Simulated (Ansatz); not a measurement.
**TaTi3: equation of state with PBE**

TaTi3:

```xyz
4
Lattice="0.0000 3.2665 3.2665 3.2665 0.0000 3.2665 3.2665 3.2665 0.0000" Properties=species:S:1:pos:R:3 pbc="T T T"
Ta    0.0000    0.0000    0.0000
Ti    3.2665    3.2665    3.2665
Ti    4.8998    4.8998    4.8998
Ti    1.6333    1.6333    1.6333
```

The cell comes from a database or a generator and needn't be the stable form of this composition.

| Quantity | Value |
| --- | --- |
| Program | Ansatz 0.2.0 |
| Task | equation of state |
| Functional | PBE |
| Potentials or basis | Ansatz PAW |
| Cutoff | 420 eV |
| Density cutoff | 1680 eV |
| k mesh | 7 × 7 × 7 |
| Occupations | fermi-dirac, width 0.05 eV |
| Spin | no spin polarisation |

The equilibrium volume is 17.43 Å³/atom. The bulk modulus is 127 GPa and the pressure derivative of the bulk modulus is 3.2.

Energy against volume, from the lowest point:
```csv
volume (Å³/atom),energy (meV/atom)
16.382,27.08
16.730,11.69
17.079,2.84
17.427,0.00
17.776,2.69
18.124,10.46
18.473,22.87
```

All runs of the series together: 9.9 s on 2 threads of Arm Neoverse V1, on a shared host.

The run has no spin-orbit coupling, so splittings on Ta are missing.
